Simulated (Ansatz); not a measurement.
# Al: the cost of one run

All numbers below are computed with Ansatz 0.2.0 (DFT LDA, plane waves, PAW, scalar-relativistic, no spin polarisation).

## Step 1: The structure to begin with

The cell holds 33 atoms (Al33): a = 8.100 Å, b = 8.100 Å, c = 8.100 Å, α = 90.00°, β = 90.00°, γ = 90.00°.

The coordinates stand in the first input below.

## Step 2: End point A

input.yaml reads:

```yaml
crystal:
  lattice:
    - [8.1, 0.0, 0.0]
    - [0.0, 8.1, 0.0]
    - [0.0, 0.0, 8.1]
  atoms:
    - { symbol: Al, position: [0.5, 0.0, 0.0] }
    - { symbol: Al, position: [0.75, 0.25, 0.0] }
    - { symbol: Al, position: [0.75, 0.0, 0.25] }
    - { symbol: Al, position: [0.0, 0.0, 0.0] }
    - { symbol: Al, position: [0.25, 0.25, 0.0] }
    - { symbol: Al, position: [0.5, 0.5, 0.0] }
    - { symbol: Al, position: [0.75, 0.75, 0.0] }
    - { symbol: Al, position: [0.25, 0.0, 0.25] }
    - { symbol: Al, position: [0.5, 0.25, 0.25] }
    - { symbol: Al, position: [0.75, 0.5, 0.25] }
    - { symbol: Al, position: [0.5, 0.0, 0.5] }
    - { symbol: Al, position: [0.75, 0.25, 0.5] }
    - { symbol: Al, position: [0.75, 0.0, 0.75] }
    - { symbol: Al, position: [0.0, 0.5, 0.0] }
    - { symbol: Al, position: [0.25, 0.75, 0.0] }
    - { symbol: Al, position: [0.0, 0.25, 0.25] }
    - { symbol: Al, position: [0.25, 0.5, 0.25] }
    - { symbol: Al, position: [0.5, 0.75, 0.25] }
    - { symbol: Al, position: [0.0, 0.0, 0.5] }
    - { symbol: Al, position: [0.25, 0.25, 0.5] }
    - { symbol: Al, position: [0.5, 0.5, 0.5] }
    - { symbol: Al, position: [0.75, 0.75, 0.5] }
    - { symbol: Al, position: [0.25, 0.0, 0.75] }
    - { symbol: Al, position: [0.5, 0.25, 0.75] }
    - { symbol: Al, position: [0.75, 0.5, 0.75] }
    - { symbol: Al, position: [0.0, 0.75, 0.25] }
    - { symbol: Al, position: [0.0, 0.5, 0.5] }
    - { symbol: Al, position: [0.25, 0.75, 0.5] }
    - { symbol: Al, position: [0.0, 0.25, 0.75] }
    - { symbol: Al, position: [0.25, 0.5, 0.75] }
    - { symbol: Al, position: [0.5, 0.75, 0.75] }
    - { symbol: Al, position: [0.0, 0.75, 0.75] }
    - { symbol: Al, position: [0.2455227, 0.7556063, 0.2473583] }
basis:
  ecutwfc: 420.0
kpoints:
  mp_grid: { grid: [3, 3, 3] }
hamiltonian:
  xc: lda
  pseudopotentials: { kind: paw, azcp: { folder: soft_1 } }
scf:
  occupations: { method: gaussian, width: 0.1 }
  lower_state_search: "off"
relax:
  f_tol: 0.03
  max_steps: 60
  adjacent_minimum: "off"
output:
  write_density: true
  write_potential: true
  elf: true
  volumetric_format: npy
```

Started as:

```console
> ansatz run input.yaml --threads 4 --pin off --max-ram 10240MiB --backend cpu --events-out ev --progress --plain --runs-dir out
```

Q: Estimate wall time and peak memory on 4 threads of Arm Neoverse V2, shared host.

About 61 s, with a peak of 1.3 GiB.
